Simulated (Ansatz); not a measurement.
# LuPb2 at fixed geometry

One self-consistent run on LuPb2 (a database structure at a slightly changed volume), nothing relaxed, to see gap or metal, charges, bonding, and the stress on the cell.

Program: Ansatz 0.2.0. Level of theory: DFT, LDA, no spin polarisation, plane waves, PAW. These are calculated values, not measurements.

### Step 1. The structure

The structure is tetragonal, space group I4/mmm (No. 139). The conventional cell has a = 3.697 Å, b = 3.697 Å, c = 13.087 Å, α = 90.00°, β = 90.00°, γ = 90.00°. Lu (site symmetry 4/mmm) has 8 Pb at 3.41 Å and 4 Lu at 3.70 Å as nearest neighbours. Pb (site symmetry 4mm) is surrounded by 8 Pb at 3.40 to 3.70 Å and 4 Lu at 3.41 Å.

The coordinates stand in the input below.

The run starts from a saved solution of this cell (checkpoint.read), perhaps found on another mesh.

### Step 2. The run

input.yaml

```yaml
crystal:
  lattice:
    - [-1.84835112, 1.84835112, 6.54336544]
    - [1.84835112, -1.84835112, 6.54336544]
    - [1.84835112, 1.84835112, -6.54336544]
  atoms:
    - { symbol: Lu, position: [0.0, 0.0, 0.0] }
    - { symbol: Pb, position: [0.333, 0.333, 0.0] }
    - { symbol: Pb, position: [0.667, 0.667, 0.0] }
  symmetry: { tolerance: 0.0003 }
kpoints:
  mp_grid: { grid: [13, 13, 13], shift: [0, 0, 0] }
  band_path:
    path:
      - [0.0, 0.0, 0.0]
      - [0.0, 0.0, 0.5]
      - [0.25, 0.25, 0.25]
      - [0.0, 0.5, 0.0]
      - [0.0, 0.0, 0.0]
      - [0.5, 0.5, -0.5]
      - [0.26994833, 0.73005167, -0.26994833]
      - [-0.26994833, 0.26994833, 0.26994833]
      - [0.0, 0.0, 0.0]
      - [0.0, 0.0, 0.5]
      - [-0.03989667, 0.03989667, 0.5]
    npoints: 6
magnetization:
  spin_polarized: false
scf:
  occupations: { method: fermi_dirac, width: 0.0511 }
  lower_state_search: "off"
  max_iter: 200
hamiltonian:
  pseudopotentials: { kind: paw }
  xc: lda
basis:
  ecutwfc: 420
  fft_grid_basis: typed
output:
  forces: true
  stress: true
  eigenvalues: true
  bader: true
  populations: true
  elf: true
  write_potential: true
  volumetric_format: npy
  dos:
    e_range: [-12, 8]
    de: 0.05
    projected: { site_lists: { Lu: [Lu], Pb: [Pb] } }
checkpoint:
  read: saved_state
```

The program printed:

```text
Warning: RAYON_NUM_THREADS=1 ignored (pool sized by the plan → 1); use --threads N
Lu: projections on atomic orbitals take those of the free atom [Kr 4d10] 4f14 5s2 5p6 5d1 6s2, of charge +0.00 (hamiltonian.pseudopotentials.projection_atoms); the dataset's partial waves leave at most 5.1e-5 of an orbital's norm unspanned inside its sphere
Engine: ansatz 0.2.0, x86_64-unknown-linux-gnu
Pseudopotentials: kind: paw
Pseudopotential: Lu, paw, valence charge 25, recommended cutoff 420 eV (normal), Lu.paw.azcp
Pseudopotential: Pb, paw, valence charge 14, recommended cutoff 420 eV (normal), Pb.paw.azcp
Functional definition: SPW92
  exchange = slater_x
  correlation = pw_c
Crystal: 3 atoms, lattice volume = 89.419 Å³
Basis set: ecut = 420 eV, 1737 PW (Γ)
Bands: 32, of which v1, the nominal top of the filled ones, is band 27 counted from 1 (26 counted from 0)
Symmetry: 16 space group operations
Space group: I4/mmm (ITA 139), of the structure as read, at distance tolerance 1.3e-3 Å
k-points: 196 of 2197
Non-local potential: Lu, projectors of the file, l = 0: 3, l = 1: 2, l = 2: 2, l = 3: 3
Non-local potential: Pb, projectors of the file, l = 0: 2, l = 1: 2, l = 2: 2, l = 3: 2
PAW form: soft (Blöchl's): semilocal exchange-correlation on the pseudo side does not see the compensation charge
PAW frozen core: Lu, regenerated for the run's functional, and the local potential with it (the file was generated under x = pbe(κ = 0.804, μ = 0.2195149727645171), c = pbe(β = 0.06672455060314922))
PAW frozen core: Pb, regenerated for the run's functional, and the local potential with it (the file was generated under x = pbe(κ = 0.804, μ = 0.2195149727645171), c = pbe(β = 0.06672455060314922))
PAW one-centre angular grid: Lu, 590 points (default); XC on 64 Gauss nodes
PAW one-centre angular grid: Pb, 590 points (default); XC on 64 Gauss nodes
Initial density: read from a saved state, or passed on in memory by an earlier SCF of this step, an earlier step, the calling program or the single point that the run made first
Initial wavefunctions: pseudopotential atomic-orbital guess
Functional: x = slater, c = lda
iter 1 solved again at ethr=1.24e-6 eV; its pass at ethr=3.10e-3 eV (dr2=6.60e-4 eV) is discarded
SCF iter   1: F=—  HF=-37697.935193 eV  |F-HF|=—  |Δ(HF+E_count)|=         —  Δρ=6.08e-4  dr2=4.58e-4  ethr=1.24e-6  ⟨swp⟩=4.0  Hψ=49423  notcnv=0
preconditioner: auto → Kerker (q_TF=auto, 2.501 Å⁻¹)  [metal: Δε(μ)=0.005 eV  Ē_g=14.418 eV  σ=0.051 eV  W_gap=0.03  n_scr=24 (ndim 8)  ℏωp=28.0 eV  f_vac=0.000  D(μ)=2.59/eV (n_scr^D=20)]
SCF iter   2: F=—  HF=-37697.935128 eV  |F-HF|=—  |Δ(HF+E_count)|=   6.49e-5  Δρ=3.79e-4  dr2=2.05e-4  ethr=8.65e-7  ⟨swp⟩=1.4  Hψ=7593  notcnv=0
SCF iter   3: F=—  HF=-37697.935089 eV  |F-HF|=—  |Δ(HF+E_count)|=   3.84e-5  Δρ=8.70e-5  dr2=5.11e-6  ethr=3.87e-7  ⟨swp⟩=2.0  Hψ=10747  notcnv=0
SCF iter   4: F=—  HF=-37697.935054 eV  |F-HF|=—  |Δ(HF+E_count)|=   3.52e-5  Δρ=7.34e-5  dr2=4.82e-6  ethr=9.64e-9  ⟨swp⟩=3.0  Hψ=15860  notcnv=0
SCF iter   5: F=—  HF=-37697.935050 eV  |F-HF|=—  |Δ(HF+E_count)|=   3.88e-6  Δρ=2.17e-5  dr2=6.97e-7  ethr=9.09e-9  ⟨swp⟩=3.0  Hψ=12990  notcnv=0
SCF iter   6: F=-37697.935050 eV  HF=-37697.935050 eV  |F-HF|=1.72e-8  |Δ(HF+E_count)|=   3.02e-7  Δρ=6.07e-6  dr2=3.60e-8  ethr=1.89e-10  ⟨swp⟩=11.7  Hψ=68882  notcnv=0
SCF 1 converged in 6 iterations: F = -37697.935050 eV  dr2 = 3.60e-8
NSCF: frozen V_eff on 61 k-points
SCF converged after 6 iterations
Free energy (F): -37697.935050 eV
Harris-Foulkes:  -37697.935050 eV  (|F-HF|=1.72e-8)
Internal energy: -37697.913383 eV  (E = F + TS)
E sigma→0 (E₀):  -37697.924217 eV
Entropy (-TS):   -0.021667 eV (-7.222 meV/atom)
Fermi energy:    11.643349 eV
--- Per-component energies (eV) ---
  E_band       = -123.979181
  E_kinetic    = 995.935058
  E_local      = -9443.004070  (includes V_loc(G=0)·N_el)
  E_nonlocal   = 1296.219693
  E_hartree    = 3940.817405
  E_xc         = -652.555417
  E_vxc        = -522.379143  (∫ρ·V_xc dr)
  E_paw        = -27344.028876  (= ΣΔE_a)
  E_vpaw       = -332.395981  (= ΣTr[D̂ρ^β])
  E_aug_tail   = 0.000112  (compensation charges beyond the density's cutoff)
  E_ewald      = -6493.460496
  E_core_change = 2.163208  (= ΣΔE_core)
  E_smearing   = -0.021667  (= −TS)
  E_closure    = -0.000000  (closes the sum)
  Σ components = -37697.935050   (vs F -37697.935050, Δ=0.00e0)
--- Forces (eV/Å), atoms counted from 1 ---
  atom   1  Lu     0.00000000     0.00000000     0.00000000
  atom   2  Pb     0.00000000    -0.00000000     0.37873646
  atom   3  Pb     0.00000000     0.00000000    -0.37873646
  max |Σ_I F_I| component: 1.73e-18 eV/Å
--- Stress (GPa, compression-positive) ---
       -4.830790      -0.000000      -0.000000
       -0.000000      -4.830790      -0.000000
        0.000000       0.000000      -5.951326
  P = ⅓ Tr σ = -5.2043 GPa (-52.043 kbar)
--- Band table (eV; the first three rows and the last of 196) ---
  k-point 0: bands = ["-45.3621", "-16.0818", "-15.9122", "-15.9122", "-5.1905", "-5.1109", "-5.0900", "-5.0900", "-5.0598", "-5.0317", "-4.9664", "-4.9019", "-4.8931", "-4.8931", "0.6183", "3.7452", "5.8368", "5.8457", "5.8457", "5.8460", "5.8597", "5.8754", "5.8754", "7.2351", "11.6890", "12.4579", "12.4579", "13.3309", "14.1545", "15.5526", "15.7894", "15.7894"]
  k-point 1: bands = ["-45.3617", "-16.0801", "-15.9195", "-15.9189", "-5.1765", "-5.1007", "-5.0926", "-5.0862", "-5.0513", "-5.0429", "-4.9650", "-4.9047", "-4.9038", "-4.8920", "0.7535", "3.7914", "5.8371", "5.8449", "5.8453", "5.8473", "5.8589", "5.8742", "5.8751", "7.4199", "11.6953", "12.0696", "12.0779", "13.2346", "13.9860", "14.2360", "15.6158", "15.6681"]
  k-point 2: bands = ["-45.3605", "-16.0756", "-15.9392", "-15.9375", "-5.1468", "-5.0901", "-5.0852", "-5.0751", "-5.0669", "-5.0276", "-4.9632", "-4.9292", "-4.9096", "-4.8890", "1.1532", "3.9237", "5.8377", "5.8431", "5.8439", "5.8510", "5.8583", "5.8713", "5.8743", "7.9491", "11.2016", "11.2719", "11.6929", "12.1912", "13.7946", "13.9608", "15.4117", "15.5013"]
  k-point 195: bands = ["-45.3619", "-16.0812", "-15.9198", "-15.9115", "-5.1851", "-5.1239", "-5.0915", "-5.0909", "-5.0544", "-5.0370", "-4.9459", "-4.9035", "-4.8984", "-4.8903", "1.0078", "2.8154", "5.8220", "5.8444", "5.8456", "5.8467", "5.8593", "5.8732", "5.8760", "9.8912", "10.7110", "11.5942", "12.3044", "13.3053", "13.4755", "13.5954", "14.0688", "15.5194"]
--- Löwdin populations: 3 sites ---
  site symbol       q [e]
     0     Lu     24.6678
     1     Pb     14.1060
     2     Pb     14.1060
  spilling = 0.002268 (of n_electrons = 53.000000)
--- Bader charges: 3 sites ---
  site symbol  charge [e]  shift [e]
     0     Lu      0.9610     0.0000
     1     Pb     -0.4805     0.0000
     2     Pb     -0.4805     0.0000
  estimated error of the sums over rays = 3.4e-4 e
```

Run time: 36 s. Hardware: 1 thread of an x86-64 CPU, shared host; peak memory 0.69 GiB.

### Step 3. How far from equilibrium

The largest forces, with each atom's nearest neighbour:

| atom | force (eV/Å) | nearest | distance (Å) | direction |
| --- | --- | --- | --- | --- |
| Pb2 | 0.379 | Pb3 | 3.40 | (others are as near) |
| Pb3 | 0.379 | Pb2 | 3.40 | (others are as near) |

Principal stresses (compression positive): -5.95, -4.83, -4.83 GPa; their mean, the pressure, is -5.20 GPa.

### Step 4. Bands along the path

bands.tsv at the labelled points (eV, zero at the Fermi level):

| point | band 26 | band 27 | band 28 | band 29 | band 30 | band 31 |
| --- | --- | --- | --- | --- | --- | --- |
| Γ | 0.81 | 0.81 | 1.69 | 2.51 | 3.91 | 4.15 |
| X | -1.51 | -1.22 | -0.50 | 0.91 | 1.24 | 2.69 |
| P | -1.41 | -0.86 | -0.86 | 0.16 | 2.66 | 3.20 |
| N | -0.72 | 0.48 | 1.26 | 1.56 | 2.97 | 3.98 |
| Γ | 0.81 | 0.81 | 1.69 | 2.51 | 3.91 | 4.15 |
| M | 0.04 | 1.39 | 1.65 | 1.65 | 1.91 | 1.91 |
| S | -0.70 | 0.88 | 0.98 | 1.53 | 2.96 | 4.20 |
| S0 | -0.70 | 0.88 | 0.98 | 1.53 | 2.96 | 4.20 |
| Γ | 0.81 | 0.81 | 1.69 | 2.51 | 3.91 | 4.15 |
| X | -1.51 | -1.22 | -0.50 | 0.91 | 1.24 | 2.69 |
| R | -1.60 | -1.19 | -0.58 | 1.05 | 1.15 | 2.94 |

The same bands between the corners:

```
distance (1/Å)  band 28  band 29
          0.00     1.69     2.51
          0.40     0.32     2.15
          0.80    -0.23     1.84
          1.20    -0.50     0.91
          1.28    -0.55     0.59
          1.36    -0.69     0.28
          1.44    -0.86     0.16
          1.73    -0.43     1.19
          2.01     0.84     1.02
          2.29     1.26     1.56
          2.59     1.37     1.79
          2.88     1.35     1.82
          3.17     1.69     2.51
          3.33     1.48     1.92
          3.49     1.24     1.49
          3.65     1.65     1.65
          3.92     1.64     1.69
          4.18     1.19     1.62
          4.44     0.98     1.53
          4.60     1.23     1.55
          4.77     1.23     1.55
          4.94     0.98     1.53
          5.24     1.29     1.87
          5.55     1.33     1.96
          5.85     1.69     2.51
          6.25     0.32     2.15
          6.65    -0.23     1.84
          7.06    -0.50     0.91
          7.09    -0.51     0.94
          7.12    -0.54     1.03
          7.15    -0.58     1.05
```

### Step 5. Total and projected density of states

States per cell by energy window, from dos.tsv and pdos.tsv (tetrahedra; eV from the Fermi level):

| from | to | total | Lu d | Lu f | Pb s | Pb p |
| --- | --- | --- | --- | --- | --- | --- |
| -8.0 | -7.0 | 1.56 | 0.15 | 0.01 | 1.27 | 0.11 |
| -7.0 | -6.0 | 0.00 | 0.00 | 0.00 | 0.00 | 0.00 |
| -6.0 | -5.0 | 14.00 | 0.00 | 14.00 | 0.01 | 0.01 |
| -5.0 | -4.0 | 0.10 | 0.01 | 0.00 | 0.00 | 0.07 |
| -4.0 | -3.0 | 1.08 | 0.13 | 0.00 | 0.06 | 0.69 |
| -3.0 | -2.0 | 1.95 | 0.31 | 0.00 | 0.12 | 1.37 |
| -2.0 | -1.0 | 1.58 | 0.39 | 0.00 | 0.10 | 0.95 |
| -1.0 | 0.0 | 2.26 | 0.83 | 0.00 | 0.14 | 1.12 |
| 0.0 | 1.0 | 2.34 | 1.11 | 0.00 | 0.13 | 0.97 |
| 1.0 | 2.0 | 3.17 | 1.87 | 0.00 | 0.13 | 0.95 |

The bands computed are complete only to about 2.8 eV above the Fermi level.

### Step 6. How the electrons are shared

Gathered by element (positive charge: electrons given up): Löwdin charges also hold the electrons that the projection spills.

| element | atoms | Bader charge (e) | Bader volume (Å³) | Löwdin charge (e) |
| --- | --- | --- | --- | --- |
| Lu | 1 | +0.96 | 23.4 | +0.33 |
| Pb | 2 | -0.48 | 33.0 | -0.11 |

The Löwdin projection spills 0.2 % of the electrons and depends on the orbitals chosen; where it disagrees with Bader's partition, neither is an observable.

### Step 7. Real-space fields

Maps in the plane spanned by a and b at height 0.000 along c (axes of the input's cell), one cell: a runs left to right (21 points from zero), b bottom to top (21 points), 44° apart. Inside the augmentation spheres the fields are the smooth ones.

Valence density. Ten steps from '0' (0.05 e/Å³) to '9' (47.50 e/Å³), finer at the low end (step k begins (100^(k/10) - 1)/99 of the way up):
```
897300000000000000015
476410000011000000001
134420000112110000000
001210000123331000000
000000000013553200000
000000000013565420000
000000000001356531000
000000000000245653100
000110000000023553100
001121100000001333210
001233310000000112110
000135532000000001100
000135654200000000000
000013565310000000000
000002456531000000000
000000235531000000000
000000013332100001210
100000001121100002443
410000000011000001467
851000000000000000379
984100000000000000148
```

ELF. Ten even steps from '0' (0.00) to '9' (0.87):
```
999711233333222110049
999941234444332211004
379851134444444321100
014531124444344432110
111111124443113443211
222111123444100244321
233322222344300034422
234444322333420014432
234444433223343113432
234444443222334434443
234443443322234444443
223431134332233444443
223441002433322344443
222443000344322222333
212344200144432111122
111234431134442111111
001123444344442113541
300112344444443115897
940011223344443214999
994001122233333211799
999301222222222210399
```

Atoms within 0.2 Å of the plane, in fractions of a and b: Lu at (0.00, 0.00), Pb at (0.33, 0.33), Pb at (0.67, 0.67).

Along short contacts, where the density is least:

| contact | length (Å) | minimum at (fraction) | density (e/Å³) | ELF |
| --- | --- | --- | --- | --- |
| Pb2–Pb3 | 3.399 | 0.50 | 0.140 | 0.23 |
| Lu1–Pb2 | 3.407 | 0.45 | 0.126 | 0.18 |
| Lu1–Lu1 | 3.697 | 0.50 | 0.099 | 0.33 |

### Step 8. What came out

| quantity | value |
| --- | --- |
| largest force | 0.379 eV/Å on Pb |
| pressure | -5.2 GPa |
| formation energy (elements from separate runs) | -0.07 eV/atom |
| character | metal |
| density of states, mean within 0.25 eV of the Fermi level | 2.2 per eV per cell |
| Bader charges | Lu +0.96, Pb -0.48 e |

The cell is metallic; within 0.25 eV of the Fermi level the density of states averages 2.2 per eV per cell, mostly Lu d (49 %) and Pb p (41 %). The pressure of -5.2 GPa says the cell is too large, and unequal principal stresses would change its shape. By Bader's partition Lu gives up most (+0.96 e) and Pb takes most (-0.48 e). Set against separate runs on the elements (Lu hcp, Pb fcc), it forms at -0.07 eV per atom, a bound cell by that test.
